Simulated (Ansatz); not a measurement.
# InGa: the cost of one run

Method: DFT PBEsol, scalar-relativistic, plane waves, PAW, in Ansatz 0.2.0.

## (1) Starting point

Symmetry: R-3m, No. 166, trigonal system. The conventional cell has a = 3.381 Å, b = 3.381 Å, c = 16.811 Å, α = 90.00°, β = 90.00°, γ = 120.00°. Ga (site symmetry -3m) has 6 Ga at 3.38 Å and 6 In at 3.41 Å as nearest neighbours. In (site symmetry -3m) is surrounded by 6 In at 3.38 Å and 6 Ga at 3.41 Å.

As a file:

```cif
data_structure
_symmetry_space_group_name_H-M 'P 1'
_symmetry_Int_Tables_number 1
_cell_length_a 5.9339
_cell_length_b 5.9339
_cell_length_c 5.9339
_cell_angle_alpha 33.107
_cell_angle_beta 33.107
_cell_angle_gamma 33.107
_cell_volume 55.48
loop_
_atom_site_label
_atom_site_type_symbol
_atom_site_fract_x
_atom_site_fract_y
_atom_site_fract_z
_atom_site_occupancy
Ga1 Ga 0.50000 0.50000 0.50000 1
In1 In 0.00000 0.00000 0.00000 1
```

It was made, by the change told below, from a structure of the Materials Project.

## (2) Substitution of an element, cell strained: Tl → Ga, first probe

The structure above already holds this change against its source: Ga takes all sites of Tl, and lengths are scaled by 0.952 as a first guess of the size; strain xx, yy, zz, yz, xz, xy = +4.1, +4.1, +5.6, +0.0, +0.0, +0.0 %.

The input, input.yaml:

```yaml
crystal:
  lattice:
    - [1.6906351476, 0.9760886575, 5.6035418617]
    - [-1.6906351476, 0.9760886575, 5.6035418617]
    - [0.0, -1.9521773151, 5.6035418617]
  atoms:
    - { symbol: Ga, position: [0.5, 0.5, 0.5] }
    - { symbol: In, position: [0.0, 0.0, 0.0] }
basis:
  ecutwfc: 420
kpoints:
  mp_grid: { grid: [6, 6, 6] }
hamiltonian:
  xc: pbesol
scf:
  occupations: { method: gaussian, width: 0.1 }
output:
  forces: true
  stress: true
  eigenvalues: true
```

**Question.** How long does this run take on 1 thread of an Arm CPU, shared host, and how much memory does it need?

About 1.7 s, with a peak of 0.32 GiB.
